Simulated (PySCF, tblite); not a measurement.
# C5H12OSSi: geometry, infrared bands and NMR shifts

Aim: predict the infrared bands and NMR shifts of C5H12OSSi (`CC/C=C\CO[SiH2]S`).

The runs use tblite 0.8.0 and PySCF 2.14.0, with density-fitted response routines of our own; the level of theory stands in each step. All values are computed, except where a source is named. Atoms are numbered from 0 throughout.

**1. The molecule as given**

20 atoms, charge 0, multiplicity 1; geometry from: force field or distance geometry start.

Bonds of the start (Å): C0–C1 1.52, C1–C2 1.50, C2–C3 1.31, C3–C4 1.47, C4–O5 1.39, O5–Si6 1.73, Si6–S7 2.12, C0–H8 1.10, C0–H9 1.13, C0–H10 1.11, C1–H11 1.07, C1–H12 1.10, C2–H13 1.09, C3–H14 1.11, C4–H15 1.11, C4–H16 1.09, Si6–H17 1.48, Si6–H18 1.47, S7–H19 1.41.

**2. Optimising the geometry with GFN2-xTB**

What the job is given:

```
{"job": {"kind": "relax", "xc": "GFN2-xTB", "basis": "xTB"}, "charge": 0, "multiplicity": 1}
C     -2.777200     0.958300    -0.713600
C     -1.913700    -0.291200    -0.807700
C     -1.608400    -0.649200     0.613900
C     -0.414600    -0.706800     1.140300
C      0.858600    -0.457000     0.453500
O      1.579700     0.591200     1.007500
Si     3.018200     0.731900     0.049900
S      2.919400    -0.631000    -1.576000
H     -2.186400     1.881500    -0.632400
H     -3.405900     0.896900     0.224800
H     -3.485600     1.007700    -1.565700
H     -1.064800    -0.146300    -1.449100
H     -2.557800    -1.059300    -1.268700
H     -2.459400    -0.865700     1.256400
H     -0.334000    -0.978900     2.218200
H      1.487300    -1.355900     0.605200
H      0.778100    -0.305900    -0.626400
H      4.141100     0.348500     0.934700
H      3.191600     2.111500    -0.415600
H      4.228700    -1.069800    -1.862100
```

Launch:

```sh
OMP_NUM_THREADS=1 python probes_run.py task.json out
```

This one command runs all jobs of the session in turn.

**Question.** This job is followed by: GFN2-xTB harmonic vibrations, gas phase; GIAO PBE0/pcSseg-1 NMR shielding, non-relativistic, gas phase. What will the session give for the following? strongest single infrared mode (GFN2-xTB); zero-point energy (GFN2-xTB); ¹³C shifts against TMS (PBE0/pcSseg-1); ¹H shifts against TMS (PBE0/pcSseg-1, means over atoms taken as alike); ¹⁷O shifts against H2O (PBE0/pcSseg-1); ²⁹Si shifts against TMS (PBE0/pcSseg-1); ³³S shifts against CS2 (PBE0/pcSseg-1).

The runs gave:

```
                                                              quantity                                          value
                             strongest single infrared mode (GFN2-xTB)                           734 cm⁻¹, 302 km/mol
                                          zero-point energy (GFN2-xTB)                                  97.3 kcal/mol
                                ¹³C shifts against TMS (PBE0/pcSseg-1)             140.0, 136.3, 64.1, 25.8, 16.6 ppm
¹H shifts against TMS (PBE0/pcSseg-1, means over atoms taken as alike)  5.95, 5.70, 5.66, 4.65, 2.08, 1.11, -0.42 ppm
                                ¹⁷O shifts against H2O (PBE0/pcSseg-1)                                       25.0 ppm
                               ²⁹Si shifts against TMS (PBE0/pcSseg-1)                                      -17.7 ppm
                                ³³S shifts against CS2 (PBE0/pcSseg-1)                                       -250 ppm
```

**Reading.** The optimisation took 191 steps and gained 1.073 eV; among the close pairs (by a distance rule), O5–Si6 changed most, from 1.734 to 1.604 Å. The lowest mode is imaginary (25i cm⁻¹), so the xTB geometry is not a minimum. The strongest single mode, at 734 cm⁻¹, moves mainly H17 and H18. Unscaled tight-binding wavenumbers are off by several per cent, some by more. Its intensities can rank the bands wrongly. At PBE0/pcSseg-1: Shielding is most anisotropic at S7 (span 290 ppm, paramagnetic term -306 ppm).
